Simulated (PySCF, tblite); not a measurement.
**C₇H₁₃FOSi: geometry, infrared bands and NMR shifts**

Aim: predict the infrared bands and NMR shifts of C₇H₁₃FOSi (`C[C@@]1(C(=O)F)CC[C@@H]([SiH3])C1`).

Computed with tblite 0.8.0 and PySCF 2.14.0, with density-fitted response routines of our own, on a single molecule in the gas phase. Atoms count from 0, in the outputs and in this text.

## (1) The starting structure

23 atoms, charge 0, multiplicity 1; geometry from: force field or distance geometry start.

Bonds of the start (Å): C0–C1 1.51, C1–C2 1.52, C2–O3 1.22, C2–F4 1.35, C1–C5 1.55, C5–C6 1.53, C6–C7 1.53, C7–Si8 1.87, C7–C9 1.54, C9–C1 1.54, C0–H10 1.10, C0–H11 1.09, C0–H12 1.11, C5–H13 1.09, C5–H14 1.10, C6–H15 1.08, C6–H16 1.10, C7–H17 1.09, Si8–H18 1.48, Si8–H19 1.48, Si8–H20 1.49, C9–H21 1.10, C9–H22 1.11.

## (2) Relaxing the molecule with GFN2-xTB

Job settings and geometry (Å):

```
{"job": {"kind": "relax", "xc": "GFN2-xTB", "basis": "xTB"}, "charge": 0, "multiplicity": 1}
C     -2.134800     0.069500    -1.092400
C     -1.152800     0.171400     0.055700
C     -1.796500     0.952100     1.192600
O     -1.269900     1.819800     1.867200
F     -3.078200     0.650400     1.501300
C     -0.754900    -1.223200     0.599100
C      0.769200    -1.315400     0.446500
C      1.262600     0.137100     0.454400
Si     3.025300     0.399100    -0.111800
C      0.166100     0.822500    -0.383400
H     -2.414100     1.067100    -1.462800
H     -1.731600    -0.501800    -1.927500
H     -3.076100    -0.420500    -0.771000
H     -1.231100    -2.042800     0.057200
H     -1.021000    -1.327900     1.661500
H      1.005500    -1.816400    -0.485700
H      1.218000    -1.908400     1.258000
H      1.192700     0.507700     1.478500
H      3.954800    -0.331600     0.779600
H      3.186300    -0.098000    -1.495300
H      3.349300     1.855000    -0.081600
H      0.340700     0.642900    -1.456100
H      0.185900     1.918400    -0.232400
```

Started as:

```
OMP_NUM_THREADS=1 python probes_run.py task.json out
```

The driver reads the jobs from task.json and runs them one after another.

**Question.** This job is followed by: GFN2-xTB harmonic vibrations, gas phase; GIAO PBE0/pcSseg-1 NMR shielding, non-relativistic, gas phase. Predict these results of the whole session: strongest single infrared mode (GFN2-xTB); zero-point energy (GFN2-xTB); 13C shifts against TMS (PBE0/pcSseg-1); 1H shifts against TMS (PBE0/pcSseg-1, means over atoms taken as alike); 17O shifts against H2O (PBE0/pcSseg-1); 19F shifts against CFCl3 (PBE0/pcSseg-1); 29Si shifts against TMS (PBE0/pcSseg-1).

As calculated:

| quantity | value |
| --- | --- |
| strongest single infrared mode (GFN2-xTB) | 1865 cm⁻¹, 392 km/mol |
| zero-point energy (GFN2-xTB) | 114.0 kcal/mol |
| 13C shifts against TMS (PBE0/pcSseg-1) | 178.3, 51.4, 45.1, 42.4, 34.8, 27.4, 25.9 ppm |
| 1H shifts against TMS (PBE0/pcSseg-1, means over atoms taken as alike) | 3.82, 2.73, 2.24, 1.93, 1.87, 1.51, 1.42, 1.29, 1.01 ppm |
| 17O shifts against H2O (PBE0/pcSseg-1) | 438.4 ppm |
| 19F shifts against CFCl3 (PBE0/pcSseg-1) | 30.3 ppm |
| 29Si shifts against TMS (PBE0/pcSseg-1) | -66.2 ppm |

What this shows: Relaxing lowered the energy by 0.186 eV in 58 steps; the close pair that moved most is C2–O3, from 1.219 to 1.180 Å. No mode is imaginary among the 63: a minimum at this level. The strongest single mode, at 1865 cm⁻¹, moves mainly C2 and O3. GFN2-xTB is a fitted tight-binding method: band positions and strengths are rough. Its intensities can rank the bands wrongly. At PBE0/pcSseg-1: The widest tensor belongs to O3: span 629 ppm, with a paramagnetic part of -506 ppm.
